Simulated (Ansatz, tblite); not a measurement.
# The cluster Li₃Br₃: one state, many levels

Aim: run the singlet of the cluster Li₃Br₃ at one geometry on many levels, and compare frontier levels, spin and run time.

Program: Ansatz 0.2.0, Gaussian basis. Level of theory: as each input shows. These are calculated values, not measurements.

The runs, in order: GFN1-xTB, GFN2-xTB, PBE-D4/def2-TZVP, r2SCAN-D4/def2-TZVP, r2SCANh-D4/def2-TZVP, ωB97X-V/def2-TZVP, PBE-QIDH/def2-TZVP, B97M-V/def2-TZVP, CAM-B3LYP-D4/def2-TZVP, LDA/def2-TZVP, BHLYP-D4/def2-TZVP, PBE-D4/def2-SVP, PBE0-D4/def2-SVP, HF/STO-3G, HF/6-31G, B3LYP-D4/6-31G, PBE0-D4/def2-TZVPD, PBE-D4/def2-TZVPD, r2SCAN-D4/def2-TZVPD, CCSD(T)/def2-SVP, MP2/def2-TZVP, RPA/def2-TZVP.

1 further run of the same task is left out (set aside as unsound or not needed). Runs told in other sessions of the task aren't counted.

### 1 The structure

The singlet was relaxed beforehand with PBE0-D4/def2-SVP. At that level it is the lowest of the isomers that a small search found.

6 atoms, charge 0, spin multiplicity 1.

Bond lengths: Li1–Br4 2.336 Å, Li1–Br5 2.336 Å, Li2–Br4 2.336 Å, Li2–Br6 2.336 Å, Li3–Br5 2.336 Å, Li3–Br6 2.336 Å. Angles: Br4–Li1–Br5 144.5°, Br4–Li2–Br6 144.5°, Br5–Li3–Br6 144.5°, Li1–Br4–Li2 95.5°, Li1–Br5–Li3 95.5°, Li2–Br6–Li3 95.5°.

PBE0-D4/def2-TZVP was run before; its log isn't repeated, and its numbers join the tables.

### 2 GFN1-xTB

Tight binding, by tblite at 300 K electronic temperature and without a spin-polarisation term:

```python
tblite.interface.Calculator('GFN1-xTB', numbers, positions, charge=0, uhf=0).singlepoint()
```

Energy -352.9096 eV, HOMO -11.19 eV, LUMO -6.08 eV; 0.004 s.

### 3 GFN2-xTB

Tight binding, by tblite at 300 K electronic temperature and without a spin-polarisation term:

```python
tblite.interface.Calculator('GFN2-xTB', numbers, positions, charge=0, uhf=0).singlepoint()
```

Energy -364.3533 eV, HOMO -11.03 eV, LUMO -4.49 eV; 0.004 s.

### 4 PBE-D4/def2-TZVP

start.molden holds the orbitals of an earlier run on this state, given as this run's starting guess.

The input, in.yaml:

```yaml
crystal:
  periodic: [false, false, false]
  atoms:
    - {symbol: Li, position_ang: [0.443588, 1.454583, -1.292923]}
    - {symbol: Li, position_ang: [0.740988, 0.051212, 1.852408]}
    - {symbol: Li, position_ang: [-1.184589, -1.505746, -0.559661]}
    - {symbol: Br, position_ang: [1.529382, 1.935016, 0.718660]}
    - {symbol: Br, position_ang: [-0.954896, -0.065263, -2.383947]}
    - {symbol: Br, position_ang: [-0.574472, -1.869802, 1.665463]}
basis:
  gaussian: {orbitals: def2-TZVP, initial_orbitals: start.molden}
hamiltonian: {xc: pbe, dispersion: d4}
scf: {omitted_lower_state_checks: [starts]}
output: {orbitals: {seedname: orbitals}}
```

The run is started by

```bash
ansatz run in.yaml --threads 4 --pin off --events-out ev --progress --plain --max-ram 3916MiB
```

Further steps of the session: r2SCAN-D4/def2-TZVP; r2SCANh-D4/def2-TZVP; ωB97X-V/def2-TZVP; PBE-QIDH/def2-TZVP; B97M-V/def2-TZVP; CAM-B3LYP-D4/def2-TZVP; LDA/def2-TZVP; BHLYP-D4/def2-TZVP; PBE-D4/def2-SVP; PBE0-D4/def2-SVP; HF/STO-3G; HF/6-31G; B3LYP-D4/6-31G; PBE0-D4/def2-TZVPD; PBE-D4/def2-TZVPD; r2SCAN-D4/def2-TZVPD; CCSD(T)/def2-SVP; MP2/def2-TZVP; RPA/def2-TZVP.

Before running them: what should the planned runs give, taken together? Wanted: gap in def2-TZVP, named functionals, smallest and largest; correlation energy, CCSD(T)/def2-SVP; correlation energy, MP2/def2-TZVP; binding an atom, CCSD(T)/def2-SVP; PBE0 total energy, smallest basis above largest.

The runs gave:

| quantity | value |
| --- | --- |
| gap in def2-TZVP, named functionals, smallest and largest | 5.39 eV (PBE-D4), 10.94 eV (ωB97X-V) |
| correlation energy, CCSD(T)/def2-SVP | -20.19 eV |
| correlation energy, MP2/def2-TZVP | -25.76 eV |
| binding an atom, CCSD(T)/def2-SVP | 2.686 eV |
| PBE0 total energy, smallest basis above largest | 25.79 eV (def2-SVP, def2-TZVPD) |

**Reading.** Over the named functionals in def2-TZVP the gap runs from 5.39 eV (PBE-D4) to 10.94 eV (ωB97X-V); exact exchange widens it. A small miss in a minimal or small basis is a cancelling of errors, not accuracy. The functionals in def2-TZVP miss CCSD(T)/def2-SVP by +0.074 (PBE0-D4) to +0.320 eV (LDA) an atom. The yardstick is in a double-zeta basis, so levels in larger sets aren't compared like for like. The reference is CCSD(T) in one finite basis, so it carries an error of its own, often a tenth of an eV or more, and near misses can't be ranked.
